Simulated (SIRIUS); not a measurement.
# TiSi: equation of state with PBEsol

The system is TiSi.

```
Ti Si
1.0
     1.81618   -2.11762    0.00000
     1.81618    2.11762    0.00000
     0.00000    0.00000    3.80393
Ti Si
1 1
Direct
  0.50000 0.50000 0.00000
  0.00000 0.00000 0.50000
```

The cell comes from a database or a generator and needn't be the stable form of this composition.

| Item | Value |
| --- | --- |
| Program | SIRIUS 7.12.0 |
| Task | equation of state |
| Functional | PBEsol |
| Potentials or basis | all-electron FP-LAPW |
| Cutoff | 183 eV |
| Basis | apw+lo standard |
| k mesh | 10 × 10 × 7 |
| Occupations | fermi-dirac, width 0.05 eV |
| Spin | no spin polarisation |

* Equilibrium volume: 14.18 Å³/atom
* Bulk modulus at fixed shape and positions: 147 GPa
* Pressure derivative of the bulk modulus: 4.0

Energy against volume, from the lowest point:
```
volume (Å³/atom)  energy (meV/atom)
          13.752               5.57
          14.045               0.00
          14.337               0.19
          14.630               5.66
          14.922              15.89
          15.215              30.37
          15.508              48.72
```

All runs of the series together: 7.6 min on 1 thread of Arm Neoverse V1, on a shared host.

Caveat: the cell was scaled at fixed shape and fractional positions, which overstates the stiffness of a crystal with free parameters, most of all of layers and chains.
